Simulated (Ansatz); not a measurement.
# CH₅GaOS: basis-set convergence

One table from this session's results is given with a row withheld; the runs are named, their logs left out.

Program: Ansatz 0.2.0, Gaussian basis. Level of theory: one geometry, several basis sets. These are calculated values, not measurements.

The runs, in order: PBE0-D4/def2-SVP; ωB97M-V/def2-SVP; PBE0-D4/def2-QZVPP; ωB97M-V/def2-QZVPP; the functionals' def2-TZVPP values are taken from earlier runs.

## Structure used throughout

All runs share one geometry, relaxed beforehand with PBE0-D4 in a triple-zeta def2 set.

9 atoms, charge 0, spin multiplicity 1.

Atoms are counted from 1 here; the program's logs count them from 0.

Bond lengths: C1–O2 1.402 Å, C1–H5 1.098 Å, C1–H6 1.094 Å, C1–H7 1.098 Å, O2–Ga3 1.780 Å, Ga3–S4 2.200 Å, Ga3–H8 1.547 Å, S4–H9 1.344 Å. Angles: O2–C1–H5 112.4°, O2–C1–H6 108.5°, O2–C1–H7 112.4°, H5–C1–H6 107.6°, H5–C1–H7 108.0°, H6–C1–H7 107.6°, C1–O2–Ga3 124.3°, O2–Ga3–S4 117.7°, O2–Ga3–H8 118.2°, S4–Ga3–H8 124.1°, Ga3–S4–H9 93.8°.

Coordinates:

```mol
CH5GaOS
  3D, bonds by distance, orders not assigned

  9  8  0  0  0  0  0  0  0  0999 V2000
    0.3183    1.3056   -0.0399 C   0  0
   -0.8770    0.6235   -0.3089 O   0  0
   -1.0737   -1.1419   -0.1882 Ga  0  0
    0.6762   -2.3277    0.4207 S   0  0
    1.1344    0.9991   -0.7075 H   0  0
    0.1498    2.3755   -0.1925 H   0  0
    0.6557    1.1667    0.9957 H   0  0
   -2.4586   -1.7475   -0.5180 H   0  0
    1.4748   -1.2533    0.5386 H   0  0
  1  2  8  0
  2  3  8  0
  3  4  8  0
  1  5  8  0
  1  6  8  0
  1  7  8  0
  3  8  8  0
  4  9  8  0
M  END
```

The first run:

File in.yaml:

```yaml
crystal:
  periodic: [false, false, false]
  atoms:
    - {symbol: C, position_ang: [0.318306, 1.305566, -0.039912]}
    - {symbol: O, position_ang: [-0.877040, 0.623473, -0.308851]}
    - {symbol: Ga, position_ang: [-1.073721, -1.141876, -0.188155]}
    - {symbol: S, position_ang: [0.676240, -2.327715, 0.420705]}
    - {symbol: H, position_ang: [1.134428, 0.999128, -0.707482]}
    - {symbol: H, position_ang: [0.149804, 2.375478, -0.192509]}
    - {symbol: H, position_ang: [0.655724, 1.166651, 0.995693]}
    - {symbol: H, position_ang: [-2.458558, -1.747458, -0.518044]}
    - {symbol: H, position_ang: [1.474817, -1.253257, 0.538556]}
basis:
  gaussian: {orbitals: def2-SVP}
hamiltonian: {xc: pbe0, dispersion: d4}
output: {orbitals: {seedname: orbitals}}
```

Steps of the session up to this table: PBE0-D4 in def2-SVP; ωB97M-V in def2-SVP; PBE0-D4 in def2-QZVPP; ωB97M-V in def2-QZVPP.

One table of the session follows, with a row left open; its other results are not shown here.

It belongs to the step «Functionals by basis». 

```
functional       basis  HOMO (eV)
   PBE0-D4    def2-SVP      -7.58
   PBE0-D4  def2-TZVPP      -7.71
   PBE0-D4  def2-QZVPP          ?
   ωB97M-V    def2-SVP      -9.76
   ωB97M-V  def2-TZVPP      -9.93
   ωB97M-V  def2-QZVPP      -9.96
```

Q: Estimate the row for PBE0-D4, def2-QZVPP from the others.

As computed: HOMO (eV): -7.73. In the column «HOMO (eV)» it lies between ωB97M-V, def2-SVP (-9.76) and PBE0-D4, def2-TZVPP (-7.71).
